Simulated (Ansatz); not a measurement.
# BClH4OS: the cost of one run

Method: RKS B3LYP-D4/6-31G*, in Ansatz 0.2.0.

1 further run of the same task is left out (it didn't finish).

**1. The system as given**

Bond lengths: B1–Cl2 2.210 Å, B1–O3 1.410 Å, O3–H4 1.010 Å, B1–H5 1.190 Å, B1–S6 2.190 Å, S6–H7 1.400 Å, Cl2–H8 1.343 Å, S6–H8 1.384 Å. Angles: B1–Cl2–H8 73.4°, Cl2–B1–O3 120.0°, Cl2–B1–H5 120.0°, Cl2–B1–S6 71.6°, O3–B1–H5 120.0°, O3–B1–S6 96.8°, H5–B1–S6 101.3°, B1–O3–H4 109.5°, B1–S6–H7 109.5°, B1–S6–H8 73.5°, H7–S6–H8 43.4°, Cl2–H8–S6 141.5°.

As a file:

```xyz
8

B     0.0000    0.0000    0.0000
Cl    0.0000    0.0000    2.2100
O     1.2211    0.0000   -0.7050
H     1.5209   -0.9519   -0.8599
H    -1.0305    0.0000   -0.5950
S     0.0982    2.0760    0.6906
H     0.6507    2.1151    1.9763
H     0.0608    1.2857    1.8263
```

**2. Pulling towards end A**

Springs on the bonds that form and break draw the guess towards this end; the thresholds are loose.

input.yaml

```yaml
crystal:
  periodic: [false, false, false]
  atoms:
    - { symbol: B, position_ang: [0.0, 0.0, 0.0] }
    - { symbol: Cl, position_ang: [0.0, 0.0, 2.21] }
    - { symbol: O, position_ang: [1.2211, 0.0, -0.705] }
    - { symbol: H, position_ang: [1.5209, -0.9519, -0.8599] }
    - { symbol: H, position_ang: [-1.0305, 0.0, -0.595] }
    - { symbol: S, position_ang: [0.0982, 2.076, 0.6906] }
    - { symbol: H, position_ang: [0.6507, 2.1151, 1.9763] }
    - { symbol: H, position_ang: [0.0608, 1.2857, 1.8263] }
basis:
  gaussian: { orbitals: "6-31G*" }
hamiltonian:
  xc: b3lyp
  dispersion: d4
relax:
  f_tol: 0.15
  max_steps: 25
  restrain:
    - { distance: [0, 5], at: 3.09, k: 30.0 }
    - { distance: [7, 1], at: 2.57, k: 30.0 }
    - { distance: [0, 1], at: 1.86, k: 30.0 }
    - { distance: [7, 5], at: 1.4, k: 30.0 }
output:
  orbitals: {}
```

Launch:

```sh
ansatz run input.yaml --threads 1 --pin off --max-ram 2048MiB --backend cpu --events-out ev --progress --plain --runs-dir out
```

Q: Estimate wall time and peak memory on 1 thread of Intel Xeon Platinum 8259CL at 2.50GHz (Skylake/Cascade Lake), shared host.

About 44 s, with a peak of 0.17 GiB.
